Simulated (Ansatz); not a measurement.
# Ba2Os: the cost of one run

Computed with Ansatz 0.2.0 (reference: DFT PBEsol, plane waves, PAW, scalar-relativistic, no spin polarisation, unless a step's input says otherwise).

1 further run of the same task is left out (for a known fault of the program).

## Step 1: The system as given

Symmetry: I4/mmm, No. 139, tetragonal system. Conventional cell: a = 4.158 Å, b = 4.158 Å, c = 14.793 Å, α = 90.00°, β = 90.00°, γ = 90.00°. Os (site symmetry 4/mmm) has 8 Ba at 3.51 Å as nearest neighbours. Around Ba (site symmetry 4mm) lie 4 Os at 3.51 Å and 1 Ba at 3.85 Å.

Coordinates:

```
CELL_PARAMETERS angstrom
0.00000 4.15764 0.00000
4.15764 0.00000 0.00000
2.07882 2.07882 -7.39656
ATOMIC_POSITIONS crystal
Os 0.00000 0.00000 0.00000
Ba 0.37000 0.37000 0.26000
Ba 0.63000 0.63000 0.74000
```

## Step 2: The reference run

The input, input.yaml:

```yaml
crystal:
  lattice:
    - [0.0, 4.15764327, 0.0]
    - [4.15764327, 0.0, 0.0]
    - [2.07882214, 2.07882214, -7.39655665]
  atoms:
    - { symbol: Os, position: [0.0, 0.0, 0.0] }
    - { symbol: Ba, position: [0.37, 0.37, 0.26] }
    - { symbol: Ba, position: [0.63, 0.63, 0.74] }
  symmetry: { tolerance: 0.0003 }
kpoints:
  mp_grid: { grid: [5, 5, 5], shift: [0, 0, 0] }
magnetization:
  spin_polarized: false
scf:
  occupations: { method: fermi_dirac }
hamiltonian:
  pseudopotentials: { kind: paw }
  xc: pbesol
basis:
  ecutwfc: 420
output:
  forces: true
  stress: true
  eigenvalues: true
  write_density: true
  write_potential: true
  elf: true
  volumetric_format: npy
relax:
  max_steps: 40
  cell: {}
```

Command:

```
> ansatz run input.yaml --threads 1 --pin off --max-ram 2560MiB --backend cpu --events-out ev --progress --plain --runs-dir out
```

Q: Estimate wall time and peak memory on 1 thread of Arm Neoverse V2, shared host.

About 34 s, with a peak of 0.39 GiB.
